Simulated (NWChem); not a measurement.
**SiH3S2F (SMILES F[SiH](S)S) at 4 levels**

Wanted: a comparison of 4 runs (HF/STO-3G, HF/3-21G, B3LYP/6-31G*) of SiH3S2F. 

The results are computed with NWChem 7.3.0.

## Step 1: The structure to begin with

SiH3S2F has 7 atoms, charge 0, and is taken as a singlet. SMILES: `F[SiH](S)S`. The shape is that of a PBE0-D4/def2-TZVP optimisation. This is one conformer, not always the lowest.

Bond lengths: F1–Si2 1.596 Å, Si2–S3 2.114 Å, Si2–S4 2.115 Å, Si2–H5 1.477 Å, S3–H6 1.344 Å, S4–H7 1.345 Å. Angles: F1–Si2–S3 113.1°, F1–Si2–S4 108.8°, S3–Si2–S4 104.7°, F1–Si2–H5 105.2°, S3–Si2–H5 110.5°, S4–Si2–H5 114.8°, Si2–S3–H6 93.3°, Si2–S4–H7 93.2°.

## Step 2: Energy and forces at HF/STO-3G (run 1)

run.py

```python
from ase import Atoms
from ase.calculators.nwchem import NWChem

system = Atoms(['F', 'Si', 'S', 'S', 'H', 'H', 'H'], positions=[
    [-1.160800, -1.275500, 0.097800],
    [0.009200, -0.203800, -0.075600],
    [0.815000, 0.448700, 1.766100],
    [-0.792200, 1.543200, -0.959000],
    [1.043300, -0.886200, -0.880100],
    [1.722800, -0.542000, 1.807600],
    [-1.576200, 0.847700, -1.802400],
])

calc = NWChem(
    label='sp',
    theory='scf',
    memory='2200 mb',
    basis='STO-3G',
    basispar='spherical bse',
    scf={'nopen': '0', 'rhf': None, 'thresh': '1e-08', 'maxiter': '80'},
)
system.calc = calc

forces = system.get_forces()
print(f"energy = {system.get_potential_energy():.6f} eV")
print("forces (eV/A):")
for s, f in zip(system.symbols, forces):
    print(f"{s:2s} {f[0]:10.5f} {f[1]:10.5f} {f[2]:10.5f}")
print("dipole (e A):", system.get_dipole_moment().round(4))
```

Command:

```sh
$ export ASE_NWCHEM_COMMAND="nwchem PREFIX.nwi > PREFIX.nwo"
$ python run.py
```

The program printed:

```text
energy = -31886.086641 eV
forces (eV/A):
F    -0.79092   -0.67049    0.24024
Si    1.61820    0.55520   -0.62334
S     0.46876   -0.87603   -0.16141
S    -0.38150   -0.71019   -0.56734
H    -0.87418    0.73492    0.64149
H    -0.33465    0.49437    0.20214
H     0.29429    0.47221    0.26817
dipole (e A): [ 0.1625 -0.2518 -0.1884]
```

The calculator wrote sp.nwi:

```
title "sp"

permanent_dir sp

scratch_dir sp

start sp

geometry units angstrom nocenter noautosym noautoz
  F  -1.1608000000000001e+00 -1.2755000000000001e+00 9.7799999999999998e-02
  Si 9.1999999999999998e-03 -2.0380000000000001e-01 -7.5600000000000001e-02
  S  8.1499999999999995e-01 4.4869999999999999e-01 1.7661000000000000e+00
  S  -7.9220000000000002e-01 1.5431999999999999e+00 -9.5899999999999996e-01
  H  1.0432999999999999e+00 -8.8619999999999999e-01 -8.8009999999999999e-01
  H  1.7228000000000001e+00 -5.4200000000000004e-01 1.8076000000000001e+00
  H  -1.5762000000000000e+00 8.4770000000000001e-01 -1.8024000000000000e+00
end

memory 2200 mb

basis spherical bse noprint
   * library STO-3G
end

scf
  nopen 0
  rhf
  thresh 1e-08
  maxiter 80
end

task scf gradient
```

sp.nwo:

```text
Northwest Computational Chemistry Package (NWChem) 7.3.0
             --------------------------------------------------------

           Job information
           ---------------

    nwchem branch   = 7.3.0
    use scalapack   = T
    input           = sp.nwi
    prefix          = sp.
    data base       = sp/sp.db
    status          = startup
    nproc           =        1

           Memory information
           ------------------

[... 5 lines left out ...]
    hardfail = no
[... 136 lines left out ...]
         Quadratically convergent ROHF
[... 14 lines left out ...]
       Final RHF  results
[... 4 lines left out ...]
      Two-electron energy =    742.521026277863
[... 44 lines left out ...]
                       ROHF Final Molecular Orbital Analysis
[... 208 lines left out ...]
                 ----------------------------------------
                 |  Time  |  1-e(secs)   |  2-e(secs)   |
                 ----------------------------------------
                 |  CPU   |       0.00   |       0.77   |
                 ----------------------------------------
                 |  WALL  |       0.00   |       0.77   |
                 ----------------------------------------

 Task  times  cpu:        3.4s     wall:        3.4s
 Total times  cpu:        3.4s     wall:        3.4s
```

Run time: 5.4 s. Hardware: 1 thread of AMD EPYC 7R43 (Zen 3), shared host; peak memory 0.094 GiB.

## Step 3: Energy and forces at HF/3-21G (run 2)

nw.nw

```
start nw
memory total 2200 mb
charge 0

geometry noautosym nocenter noautoz
  F     -1.160800    -1.275500     0.097800
  Si     0.009200    -0.203800    -0.075600
  S      0.815000     0.448700     1.766100
  S     -0.792200     1.543200    -0.959000
  H      1.043300    -0.886200    -0.880100
  H      1.722800    -0.542000     1.807600
  H     -1.576200     0.847700    -1.802400
end

basis "ao basis" spherical bse
  * library 3-21G
end

scf
  thresh 1e-08
  maxiter 80
  noprint "final vectors analysis"
end

task scf gradient
```

Command:

```sh
$ nwchem nw.nw > nw.out
```

The program printed:

```text
[...]
  functions       =    54
[...]
  wavefunction    = RHF
[...]
         Total SCF energy =  -1179.245912619995
      One-electron energy =  -2196.550094094465
      Two-electron energy =    734.908470159721
 Nuclear repulsion energy =    282.395711314749
        Time for solution =      3.8s
[...]
                         RHF ENERGY GRADIENTS
    atom               coordinates                        gradient
                 x          y          z           x          y          z
   1 F      -2.193594  -2.410345   0.184815    0.022403   0.020050  -0.003101
   2 Si      0.017385  -0.385126  -0.142863   -0.022459   0.009251   0.014567
   3 S       1.540127   0.847920   3.337445   -0.012504  -0.003504  -0.020792
   4 S      -1.497041   2.916225  -1.812247    0.010922  -0.017077   0.013520
   5 H       1.971551  -1.674675  -1.663148    0.001604  -0.002716  -0.001988
   6 H       3.255620  -1.024231   3.415869   -0.006450   0.000213  -0.009369
   7 H      -2.978586   1.601921  -3.406042    0.006484  -0.006218   0.007163
[...]
```

Wall time 6 s (1 thread of AMD EPYC 7R43 (Zen 3), shared host); peak memory 0.096 GiB.

## Step 4: Energy and gradient at B3LYP/6-31G(d) (Cartesian functions) (run 3)

run.py

```python
from ase import Atoms
from ase.calculators.nwchem import NWChem

system = Atoms('FSiSSHHH', positions=[
    [-1.160800, -1.275500, 0.097800],
    [0.009200, -0.203800, -0.075600],
    [0.815000, 0.448700, 1.766100],
    [-0.792200, 1.543200, -0.959000],
    [1.043300, -0.886200, -0.880100],
    [1.722800, -0.542000, 1.807600],
    [-1.576200, 0.847700, -1.802400],
])

calc = NWChem(
    label='fh3s2si',
    theory='dft',
    memory='2200 mb',
    basis='6-31G*',
    dft={'xc': 'b3lyp', 'mult': '1', 'grid': 'xfine', 'convergence': 'energy 1e-08', 'iterations': '100', 'mulliken': None, 'print': 'low'},
)
system.calc = calc

forces = system.get_forces()
e = system.get_potential_energy()
print(f"E = {e:.6f} eV")
print("forces (eV/A):")
for s, f in zip(system.symbols, forces):
    print(f"{s:2s} {f[0]:10.5f} {f[1]:10.5f} {f[2]:10.5f}")
```

Command:

```sh
$ export ASE_NWCHEM_COMMAND="nwchem PREFIX.nwi > PREFIX.nwo"
$ python run.py
```

The program printed:

```text
E = -32317.080818 eV
forces (eV/A):
F    -0.48362   -0.46090    0.06124
Si    0.37353    0.11570   -0.15139
S     0.08156    0.16486    0.28848
S    -0.05065    0.30905   -0.10917
H     0.06685   -0.01162   -0.02144
H     0.16620   -0.11472    0.09169
H    -0.15380   -0.00231   -0.15936
```

The calculator wrote fh3s2si.nwi:

```
title "fh3s2si"

permanent_dir fh3s2si

scratch_dir fh3s2si

start fh3s2si

geometry units angstrom nocenter noautosym noautoz
  F  -1.1608000000000001e+00 -1.2755000000000001e+00 9.7799999999999998e-02
  Si 9.1999999999999998e-03 -2.0380000000000001e-01 -7.5600000000000001e-02
  S  8.1499999999999995e-01 4.4869999999999999e-01 1.7661000000000000e+00
  S  -7.9220000000000002e-01 1.5431999999999999e+00 -9.5899999999999996e-01
  H  1.0432999999999999e+00 -8.8619999999999999e-01 -8.8009999999999999e-01
  H  1.7228000000000001e+00 -5.4200000000000004e-01 1.8076000000000001e+00
  H  -1.5762000000000000e+00 8.4770000000000001e-01 -1.8024000000000000e+00
end

memory 2200 mb

basis noprint
   * library 6-31G*
end

dft
  xc b3lyp
  mult 1
  grid xfine
  convergence energy 1e-08
  iterations 100
  mulliken
  print low
end

task dft gradient
```

fh3s2si.nwo:

```text
Northwest Computational Chemistry Package (NWChem) 7.3.0
             --------------------------------------------------------

           Job information
           ---------------

    nwchem branch   = 7.3.0
    use scalapack   = T
    input           = fh3s2si.nwi
    prefix          = fh3s2si.
    data base       = fh3s2si/fh3s2si.db
    status          = startup
    nproc           =        1

           Memory information
           ------------------

[... 5 lines left out ...]
    hardfail = no
[... 41 lines left out ...]
            Nuclear Dipole moment (a.u.)
[... 88 lines left out ...]
         Total DFT energy =    -1187.630824424383
[... 1 line left out ...]
           Coulomb energy =      819.090693784379
[... 1 line left out ...]
 Nuclear repulsion energy =      282.395711314749
[... 45 lines left out ...]
 Task  times  cpu:       38.9s     wall:       38.9s
 Total times  cpu:       38.9s     wall:       38.9s
```

Run time: 41 s. Hardware: 1 thread of AMD EPYC 7R43 (Zen 3), shared host; peak memory 0.13 GiB.

## Step 5: Energy and gradient at B3LYP/6-31G(d) (spherical functions) (run 4)

nw.xyz

```xyz
7

F     -1.160800    -1.275500     0.097800
Si     0.009200    -0.203800    -0.075600
S      0.815000     0.448700     1.766100
S     -0.792200     1.543200    -0.959000
H      1.043300    -0.886200    -0.880100
H      1.722800    -0.542000     1.807600
H     -1.576200     0.847700    -1.802400
```

nw.nw

```
start nw
memory stack 880 mb heap 220 mb global 1100 mb

geometry noautosym nocenter noautoz
 load nw.xyz
end

basis spherical bse
 * library 6-31G*
end

dft
 xc b3lyp
 grid xfine
 convergence energy 1e-08
 maxiter 100
 mulliken
 print medium
end

task dft gradient
```

Command:

```sh
$ nwchem nw.nw > nw.out
```

The program printed:

```text
[...]
          Wavefunction type:  closed shell.
          No. of atoms     :     7
          No. of electrons :    58
[...]
          Charge           :     0
          Spin multiplicity:     1
[...]
          AO basis - number of functions:    74
[...]
              XC Information
              --------------
                         B3LYP Method XC Potential
                     Hartree-Fock (Exact) Exchange  0.200
                        Slater Exchange Functional  0.800 local
                    Becke 1988 Exchange Functional  0.720 non-local
              Lee-Yang-Parr Correlation Functional  0.810
                  VWN I RPA Correlation Functional  0.190 local
[...]
 d= 0,ls=0.0,diis     1  -1187.5383317172 -1.47D+03  1.95D-02  6.57D-01     5.1
[...]
 d= 0,ls=0.0,diis     8  -1187.6221593608  3.00D-09  5.93D-06  2.10D-07    28.0
         Total DFT energy =    -1187.622159360849
      One electron energy =    -2205.276704640142
           Coulomb energy =      819.326408130523
    Exchange-Corr. energy =      -84.067574165979
 Nuclear repulsion energy =      282.395711314749
[...]
      Total Density - Mulliken Population Analysis
     ---------------------------------------------
    Atom       Charge   Shell Charges
 -----------   ------   -------------------------------------------------------
    1 F    9     9.36   2.00  0.93  3.32  1.02  2.08  0.01
    2 Si  14    13.29   2.00  2.00  5.96  0.97  1.68  0.10  0.27  0.31
    3 S   16    16.26   2.00  2.00  5.97  1.36  3.11  0.52  1.25  0.05
    4 S   16    16.27   2.00  2.00  5.97  1.36  3.11  0.52  1.26  0.05
    5 H    1     1.06   0.51  0.55
    6 H    1     0.88   0.50  0.38
    7 H    1     0.88   0.50  0.38
[...]
  wavefunction    = closed shell
[...]
```

Run time: 40 s. Hardware: 1 thread of AMD EPYC 7R43 (Zen 3), shared host; peak memory 0.13 GiB.

## Step 6: All runs side by side

```csv
run,level,Cartesian functions,iteration cap,energy (Eh),dipole moment (D),largest force (eV/Å),wall time
1,HF/STO-3G,no,80,-1171.792080,1.70,1.821,5.4 s
2,HF/3-21G,no,80,-1179.245913,3.05,1.554,6 s
3,B3LYP/6-31G* (Cartesian functions),yes,100,-1187.630824,–,0.671,41 s
4,B3LYP/6-31G* (spherical functions),no,100,-1187.622159,1.85,0.724,40 s
```

## Step 7: Outcome

| quantity | value |
| --- | --- |
| run 4: total energy | -1187.62216 Eh |
| run 4: dipole moment | 1.85 D |
| run 4: HOMO energy | -7.56 eV |
| run 4: LUMO energy | -0.03 eV |
| run 4: HOMO–LUMO gap | 7.54 eV |
| run 4: largest force on an atom | 0.724 eV/Å |

In words: Over runs 1, 2, 4 the dipole moment (its size) runs from 1.70 D (HF/STO-3G) to 3.05 D (HF/3-21G). In run 1 the basis is minimal, so the values are rough. All runs together took 92 s, the longest 41 s.
